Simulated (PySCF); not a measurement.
# C₃H₂ClNSe: electronic excitations and core binding energies

Aim: predict the electronic excitations and core binding energies of C₃H₂ClNSe (`Clc1cnc[se]1`).

The runs use PySCF 2.14.0, with density-fitted response routines of our own; the level of theory stands in each step. All values are computed, except where a source is named. Atoms count from 0, in the outputs and in this text.

### 1 The molecule as given

8 atoms, charge 0, multiplicity 1; geometry from: GFN2-xTB.

Bonds of the start (Å): Cl0–C1 1.70, C1–C2 1.36, C2–N3 1.35, N3–C4 1.28, C4–Se5 1.89, Se5–C1 1.88, C2–H6 1.08, C4–H7 1.08.

### 2 TDDFT and polarisability: CAM-B3LYP/def2-SVPD

What the job is given:

```
{"job": {"kind": "uv", "xc": "CAM-B3LYP", "basis": "def2-SVPD", "nstates": 8, "ntriplets": 3}, "charge": 0, "multiplicity": 1}
Cl     2.643662     0.850367     0.630541
C      0.998388     0.437709     0.488031
C      0.498636    -0.815774     0.287916
N     -0.842745    -0.916747     0.205250
C     -1.466770     0.189493     0.327205
Se    -0.378580     1.710001     0.594280
H      1.094994    -1.705863     0.194643
H     -2.538528     0.260225     0.282403
```

Method: TDDFT CAM-B3LYP/def2-SVPD, vertical, gas phase, core orbitals frozen in the response.

Launch:

```bash
$ OMP_NUM_THREADS=1 python probes_run.py task.json out
```

This one command runs all jobs of the session in turn.

**Question.** This job is followed by: delta-SCF UKS SCAN, pcX-2 on the ionised atom, pcseg-1 elsewhere, spin-free X2C. Predict these results of the whole session: lowest singlet (CAM-B3LYP/def2-SVPD); brightest single state of those computed; lowest triplet; surface potential, 1st and 99th percentile; C1s binding energies, SCAN/pcX-2; Cl1s binding energies, SCAN/pcX-2; Cl2p binding energies, SCAN/pcX-2; N1s binding energies, SCAN/pcX-2.

As calculated:

| quantity | value |
| --- | --- |
| lowest singlet (CAM-B3LYP/def2-SVPD) | 4.99 eV (248 nm), f = 0.000 |
| brightest single state of those computed | state 3, 5.19 eV, f = 0.117 |
| lowest triplet | 3.40 eV |
| surface potential, 1st and 99th percentile | -1.42 V and 1.43 V |
| C1s binding energies, SCAN/pcX-2 | C1 292.31, C4 291.75, C2 291.34 eV |
| Cl1s binding energies, SCAN/pcX-2 | Cl0 2829.45 eV |
| Cl2p binding energies, SCAN/pcX-2 | Cl0 207.38 eV |
| N1s binding energies, SCAN/pcX-2 | N3 405.09 eV |

The lowest singlet, at 4.99 eV, is HOMO−2→LUMO 0.95 and is dark; of the 8 states computed, the strongest absorption comes from state 3 at 5.19 eV. The lowest triplet lies 1.58 eV below the lowest singlet (triplets in Tamm-Dancoff, singlets in full TDDFT). By nearest atom (CAM-B3LYP/def2-SVPD), the HOMO sits on C1, C2, C4 about 22 % each; Cl0 19 % and the LUMO on C1, C4 about 23 % each; Se5 21 %. C1 (aromatic carbon bearing chlorine) binds its C1s electron 0.96 eV more tightly than C2 (aromatic CH next to a ring nitrogen).
